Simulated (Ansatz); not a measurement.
**Molecular dynamics of Ge**

input.yaml

```yaml
accuracy: low
crystal:
  lattice:
    - [0.0, 5.752803, 5.752803]
    - [5.752803, 0.0, 5.752803]
    - [5.752803, 5.752803, 0.0]
  atoms:
    - { symbol: Ge, position: [0.0, 0.0, 0.0] }
    - { symbol: Ge, position: [0.125, 0.125, 0.125] }
    - { symbol: Ge, position: [0.0, 0.0, 0.5] }
    - { symbol: Ge, position: [0.125, 0.125, 0.625] }
    - { symbol: Ge, position: [0.0, 0.5, 0.0] }
    - { symbol: Ge, position: [0.125, 0.625, 0.125] }
    - { symbol: Ge, position: [0.0, 0.5, 0.5] }
    - { symbol: Ge, position: [0.125, 0.625, 0.625] }
    - { symbol: Ge, position: [0.5, 0.0, 0.0] }
    - { symbol: Ge, position: [0.625, 0.125, 0.125] }
    - { symbol: Ge, position: [0.5, 0.0, 0.5] }
    - { symbol: Ge, position: [0.625, 0.125, 0.625] }
    - { symbol: Ge, position: [0.5, 0.5, 0.0] }
    - { symbol: Ge, position: [0.625, 0.625, 0.125] }
    - { symbol: Ge, position: [0.5, 0.5, 0.5] }
    - { symbol: Ge, position: [0.625, 0.625, 0.625] }
basis:
  ecutwfc: 420.0
kpoints:
  mp_grid: { grid: [2, 2, 2] }
hamiltonian:
  xc: pbesol
scf:
  occupations: { method: fermi_dirac, width: 0.24 }
  lower_state_search: "off"
md:
  timestep: 2.25
  n_steps: 140
  ensemble: nvt_langevin
  temperature: 2800.0
  initial_velocities: maxwell_boltzmann
  seed: 827046
  friction: 0.01
```

Launched with:

```bash
$ ansatz run input.yaml --threads 2 --pin off --max-ram 5120MiB --backend cpu --events-out ev --progress --plain --runs-dir out
```

It starts from a structure without forces on its atoms.

Output, in part (step lines):

```
md step     0: t =     0.00 fs  T =  2625.0 K  F+E_penalty+E_count = -68054.15988842 eV  E_kin = 5.428920 eV  (7 SCF iters)
md step     1: t =     2.25 fs  T =  2772.3 K  F+E_penalty+E_count = -68054.12276983 eV  E_kin = 5.733528 eV  (7 SCF iters)
md step     2: t =     4.50 fs  T =  2973.1 K  F+E_penalty+E_count = -68054.00847341 eV  E_kin = 6.148766 eV  (7 SCF iters)
md step     3: t =     6.75 fs  T =  2913.9 K  F+E_penalty+E_count = -68053.82007319 eV  E_kin = 6.026352 eV  (7 SCF iters)
md step     4: t =     9.00 fs  T =  2967.2 K  F+E_penalty+E_count = -68053.56548530 eV  E_kin = 6.136571 eV  (7 SCF iters)
md step     5: t =    11.25 fs  T =  2816.9 K  F+E_penalty+E_count = -68053.25954311 eV  E_kin = 5.825879 eV  (5 SCF iters)
md step     6: t =    13.50 fs  T =  2767.1 K  F+E_penalty+E_count = -68052.92479886 eV  E_kin = 5.722832 eV  (5 SCF iters)
md step     7: t =    15.75 fs  T =  2716.2 K  F+E_penalty+E_count = -68052.56487777 eV  E_kin = 5.617484 eV  (5 SCF iters)
[... lines left out ...]
md step   139: t =   312.75 fs  T =  1663.1 K  F+E_penalty+E_count = -68047.95238583 eV  E_kin = 3.439643 eV  (5 SCF iters)
md step   140: t =   315.00 fs  T =  1696.3 K  F+E_penalty+E_count = -68047.90700804 eV  E_kin = 3.508299 eV  (6 SCF iters)
```

The steps, from the saved trajectory:

```
time (fs)  T (K)  potential energy less start (eV)
      0.0   2625                             0.000
      9.0   2967                             0.594
     18.0   2884                             1.991
     27.0   2230                             3.420
     36.0   2150                             4.199
     45.0   2401                             4.568
     54.0   2223                             5.050
     63.0   2032                             5.300
     72.0   2416                             5.431
     81.0   2285                             5.541
     90.0   1945                             5.391
     99.0   2351                             5.040
    108.0   2500                             4.662
    117.0   2243                             4.687
    126.0   2231                             4.936
    135.0   2156                             5.276
    144.0   2217                             5.257
    153.0   2405                             4.914
    162.0   3013                             4.801
    171.0   2737                             4.987
    180.0   2648                             5.381
    189.0   2663                             5.764
    198.0   2262                             6.059
    207.0   2250                             6.131
    216.0   2181                             6.058
    225.0   3134                             5.721
    234.0   2908                             5.519
    243.0   2711                             5.499
    252.0   2393                             5.510
    261.0   2499                             5.667
    270.0   2556                             5.913
    279.0   2285                             6.202
    288.0   2032                             6.248
    297.0   1774                             6.065
    306.0   1952                             6.021
    315.0   1696                             6.253
```

All steps were run. The mean temperature of the second half is 13 % below the set value. A run of 0.32 ps of so small a system gives no equilibrium averages. Limits of this set-up: coarse k mesh, low accuracy level.

Mean squared displacements from the first frame to the last, about the centre of mass: Ge 1.68 Å².

Last frame:

```xyz
16
Lattice="0.0000 5.7528 5.7528 5.7528 0.0000 5.7528 5.7528 5.7528 0.0000" Properties=species:S:1:pos:R:3
Ge 0.704 1.948 -0.429
Ge 2.336 2.488 1.891
Ge 3.118 2.575 -0.405
Ge 4.412 6.592 0.804
Ge 2.565 -0.323 1.794
Ge 4.606 1.133 3.063
Ge 4.434 3.755 3.244
Ge 8.350 4.705 4.882
Ge -0.362 2.883 3.006
Ge 0.868 4.801 4.799
Ge 2.450 5.191 2.801
Ge 2.699 7.812 2.901
Ge 3.053 2.959 5.043
Ge 4.435 3.919 6.537
Ge 6.041 5.226 4.545
Ge 5.879 7.357 6.646
```

Run time: 18 min on 2 threads of Intel(R) Xeon(R) 6975P-C (Granite Rapids), on a shared host, peak memory 1.3 GiB.
